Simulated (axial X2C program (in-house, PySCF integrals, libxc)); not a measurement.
# A two-component session on ZrP⁻: properties at the nuclei

Wanted for ZrP⁻: properties at the nuclei, at the two-component level.

Program: an in-house X2C program for linear molecules on PySCF integrals. Level of theory: two-component X2C with atomic mean-field terms, Zr dyall-acv3z, P dyall-av3z. These are calculated values, not measurements.

## (1) Set-up

task.json

```json
{"zs": [40, 15], "q": -1, "bas": ["dyall-acv3z", "dyall-av3z"], "r0": 2.29, "levels": ["PBE0", "HF", "TPSSh", "PBE50", "BHandHLYP"], "nst": 3}
```

Keys: zs atomic numbers; q charge; bas basis sets; r0 starting distance in Å; levels methods (HF also brings MP2); nst determinants followed.

The run is started by

```
$ python soeom.py task.json out
```

The runs that follow: Expectation values, lowest determinant; Expectation values, a higher determinant; Expectation values, a higher determinant.

What does the calculation give? Wanted: lowest determinant; qzz Zr; qzz P; higher determinant; Eeff magnitude; Ws magnitude Zr; A∥/gI Zr (for each run or level that gives them).

As calculated:

```
                                        quantity                                            value
                              lowest determinant                             Ω = 0 (closed shell)
                             qzz Zr (a.u.), PBE0                                            -2.96
                              qzz P (a.u.), PBE0                                            -0.93
                              higher determinant  Ω = 1 (excess of +ω over −ω: ω = -1/2, ω = 3/2)
Eeff magnitude (GV/cm), PBE0, higher determinant                                             2.64
 Ws magnitude Zr (kHz), PBE0, higher determinant                                             1.13
        A∥/gI Zr (MHz), PBE0, higher determinant                                            -93.3
         qzz Zr (a.u.), PBE0, higher determinant                                            -0.62
                              higher determinant   Ω = 3 (excess of +ω over −ω: ω = 1/2, ω = 5/2)
Eeff magnitude (GV/cm), PBE0, higher determinant                                             2.63
 Ws magnitude Zr (kHz), PBE0, higher determinant                                            0.378
        A∥/gI Zr (MHz), PBE0, higher determinant                                              273
         qzz Zr (a.u.), PBE0, higher determinant                                            -0.67
```

In words: The expectation values come from single determinants, which for open shells can mix terms of unlike spin or miss the lowest Ω, so a determinant need not be a state. Eeff is the effective electric field on the electron dipole moment in this Ω state and Ws the scalar–pseudoscalar constant (defined with the proton number Z and per Ω); A∥ is the parallel hyperfine constant, which follows by multiplying with the nuclear g factor gI = μI/(I μN); qzz is the electric field gradient, eQq0 = 234.96 MHz × Q/barn × qzz. The operators were transformed with the bare-nucleus X2C matrices.
